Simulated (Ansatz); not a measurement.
# AlGaH₈Si₂: a ladder of functionals and wavefunction methods

How much do the methods differ for AlGaH₈Si₂? The plan is to run it at one geometry with functionals of several rungs and with coupled cluster, and see how far each lands from CCSD(T) at the basis-set limit for the atomisation energy.

Computed with Ansatz 0.2.0, Gaussian basis. Level: functionals in def2-TZVPP, the program's frozen cores in correlated methods.

Levels to be run: LDA (SPW92), PBE-D4, revPBE-D4, BLYP-D4, r2SCAN-D4, B97M-V, PBE0-D4, B3LYP-D4, r2SCANh-D4, r2SCAN0-D4, HSE06-D4, BHLYP-D4, CAM-B3LYP-D4, LC-ωPBE, ωB97X-V, ωB97M-V, B2PLYP, PBE-QIDH; CCSD(T)/def2-SVP; CCSD(T)/def2-TZVPP; MP2/def2-QZVPP; extrapolation to the limit; RPA on PBE.

### 1 The geometry

An earlier PBE0-D4 in a triple-zeta def2 set relaxation fixed the geometry.

SMILES `[AlH2][SiH2][SiH2][GaH2]`, 12 atoms, charge 0, spin multiplicity 1.

Atoms are counted from 1 here; the program's logs count them from 0.

Bond lengths: Al1–Si2 2.438 Å, Al1–H5 1.588 Å, Al1–H6 1.588 Å, Si2–Si3 2.355 Å, Si2–H7 1.493 Å, Si2–H8 1.493 Å, Si3–Ga4 2.397 Å, Si3–H9 1.492 Å, Si3–H10 1.492 Å, Ga4–H11 1.572 Å, Ga4–H12 1.572 Å. Angles: Si2–Al1–H5 120.0°, Si2–Al1–H6 119.9°, H5–Al1–H6 119.8°, Al1–Si2–Si3 106.3°, Al1–Si2–H7 114.0°, Al1–Si2–H8 114.0°, Si3–Si2–H7 107.3°, Si3–Si2–H8 107.3°, H7–Si2–H8 107.5°, Si2–Si3–Ga4 106.5°, Si2–Si3–H9 107.8°, Si2–Si3–H10 107.8°, Ga4–Si3–H9 113.5°, Ga4–Si3–H10 113.4°, H9–Si3–H10 107.5°, Si3–Ga4–H11 120.3°, Si3–Ga4–H12 120.2°, H11–Ga4–H12 119.2°.

### 2 LDA

This LDA is Slater exchange with PW92 correlation.

Input file in.yaml:

```yaml
crystal:
  periodic: [false, false, false]
  atoms:
    - {symbol: Al, position_ang: [-2.472577, 1.395550, 0.918814]}
    - {symbol: Si, position_ang: [-1.003798, 0.171802, -0.594265]}
    - {symbol: Si, position_ang: [1.006289, -0.185413, 0.579851]}
    - {symbol: Ga, position_ang: [2.460870, -1.379233, -0.905446]}
    - {symbol: H, position_ang: [-2.431169, 2.982615, 0.956339]}
    - {symbol: H, position_ang: [-3.384035, 0.604375, 1.950508]}
    - {symbol: H, position_ang: [-0.663588, 0.914987, -1.843258]}
    - {symbol: H, position_ang: [-1.527209, -1.167026, -0.996611]}
    - {symbol: H, position_ang: [0.679261, -0.938826, 1.825521]}
    - {symbol: H, position_ang: [1.539476, 1.147148, 0.988133]}
    - {symbol: H, position_ang: [2.417018, -2.949126, -0.967049]}
    - {symbol: H, position_ang: [3.379463, -0.596864, -1.912548]}
basis:
  gaussian: {orbitals: def2-TZVPP}
hamiltonian: {xc: lda}
output: {orbitals: {seedname: orbitals}}
```

The run is started by

```sh
$ ansatz run in.yaml --threads 4 --pin off --events-out ev --progress --plain --max-ram 10444MiB
```

Further steps of the session: PBE-D4 (GGA); revPBE-D4 (GGA); BLYP-D4 (GGA); r2SCAN-D4 (meta-GGA); B97M-V (meta-GGA); PBE0-D4 (hybrid); B3LYP-D4 (hybrid); r2SCANh-D4 (hybrid); r2SCAN0-D4 (hybrid); HSE06-D4 (hybrid); BHLYP-D4 (hybrid); CAM-B3LYP-D4 (range-separated); LC-ωPBE (range-separated); ωB97X-V (range-separated); ωB97M-V (range-separated); B2PLYP (double hybrid); PBE-QIDH (double hybrid); CCSD(T) in def2-SVP; CCSD(T) in def2-TZVPP; MP2 in def2-QZVPP; RPA on PBE orbitals.

Q: Predict the results of all the runs planned. Wanted: atomisation energy, CCSD(T)/CBS; farthest beyond LDA; mean size of error, GGA; mean size of error, meta-GGA; mean size of error, hybrid; mean size of error, range-separated; mean size of error, double hybrid; gap, smallest and largest; T1 diagnostic.

**Answer**, as computed:

```
                               quantity                                                                        value
        atomisation energy, CCSD(T)/CBS                                                                3070.9 kJ/mol
 functionals within 30.7 kJ/mol (1.0 %)  r2SCAN-D4, B3LYP-D4, r2SCANh-D4, r2SCAN0-D4, CAM-B3LYP-D4, ωB97X-V, ωB97M-V
                    farthest beyond LDA                                                     revPBE-D4 (-98.8 kJ/mol)
                mean size of error, GGA                                                                  81.0 kJ/mol
           mean size of error, meta-GGA                                                                  28.8 kJ/mol
             mean size of error, hybrid                                                                  32.1 kJ/mol
    mean size of error, range-separated                                                                  28.5 kJ/mol
      mean size of error, double hybrid                                                                  62.1 kJ/mol
              gap, smallest and largest                                     2.80 eV (LDA (SPW92)), 8.94 eV (LC-ωPBE)
                          T1 diagnostic                                                                       0.0143
triples share of the correlation energy                                                                        3.6 %
```

LDA overbinds by 285.9 kJ/mol (9 %). PBE-D4 misses by -64.3 kJ/mol. Double hybrids carry the basis error of their MP2 part in triple zeta, and no dispersion term here, so their miss is partly the set-up's. The rungs range-separated, meta-GGA miss on average by less than the doubt on the reference (30.7 kJ/mol), so they tie. Misses under about 30.7 kJ/mol are within the doubt on the reference itself, which lacks core-valence correlation, relativity and higher excitations, and its outer-core shells are covered unevenly. Hartree-Fock recovers 76 % of the binding; the rest is correlation. CCSD(T) in def2-SVP is off by -203.0 kJ/mol, which most functionals beat. The gap grows from 2.8 to 8.9 eV across the functionals, mostly with the share of exact exchange. Correlated methods include outer-core shells of Ga, which these sets cover unevenly.
